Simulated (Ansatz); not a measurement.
# HfB2: the cost of one run

Program: Ansatz 0.2.0. Level of theory: DFT PBEsol, scalar-relativistic. These are calculated values, not measurements.

## Step 1: The structure to begin with

Symmetry: P6/mmm, No. 191, hexagonal system. Conventional cell: a = 3.140 Å, b = 3.140 Å, c = 3.480 Å, α = 90.00°, β = 90.00°, γ = 120.00°. Around Hf (site symmetry 6/mmm) lie 12 B at 2.51 Å. Around B (site symmetry -6m2) lie 3 B at 1.81 Å and 6 Hf at 2.51 Å.

Structure file:

```
CELL_PARAMETERS angstrom
3.14000 0.00000 0.00000
-1.57000 2.71932 0.00000
0.00000 0.00000 3.48000
ATOMIC_POSITIONS crystal
Hf 0.00000 0.00000 0.00000
B 0.33333 0.66667 0.50000
B 0.66667 0.33333 0.50000
```

Atoms are numbered in the order of the input: Hf1, B2, B3.

## Step 2: The deformed structure

Space group P6/mmm before, P6/mmm after.

## Step 3: All-electron LAPW

Input file input.yaml:

```yaml
crystal:
  lattice:
    - [3.1714001015, 0.0, 0.0]
    - [-1.5857000508, 2.7465130534, 0.0]
    - [0.0, 0.0, 3.48]
  atoms:
    - { symbol: Hf, position: [0.0, 0.0, 0.0] }
    - { symbol: B, position: [0.3333333333, 0.6666666667, 0.5] }
    - { symbol: B, position: [0.6666666667, 0.3333333333, 0.5] }
kpoints:
  mp_grid: { grid: [15, 15, 12] }
  band_path:
    path:
      - [0.0, 0.0, 0.0]
      - [0.5, 0.0, 0.0]
      - [0.3333333333, 0.3333333333, 0.0]
      - [0.0, 0.0, 0.0]
      - [0.0, 0.0, 0.5]
      - [0.5, 0.0, 0.5]
      - [0.3333333333, 0.3333333333, 0.5]
      - [0.0, 0.0, 0.5]
      - [0.5, 0.0, 0.5]
    npoints: 5
scf:
  occupations: { method: fermi_dirac, width: 0.03 }
hamiltonian:
  xc: pbesol
  pseudopotentials: { kind: all_electron, lapw: { basis_error: 0.001 } }
output:
  forces: true
  stress: true
  eigenvalues: true
```

Started as:

```bash
> ansatz run input.yaml --threads 1 --pin off --max-ram 4096MiB --backend cpu --events-out ev --progress --plain --runs-dir out
```

What time and memory should one allow on 1 thread of Intel Xeon Platinum 8124M at 3.00GHz (Skylake/Cascade Lake), shared host?

About 44 s, with a peak of 0.68 GiB.
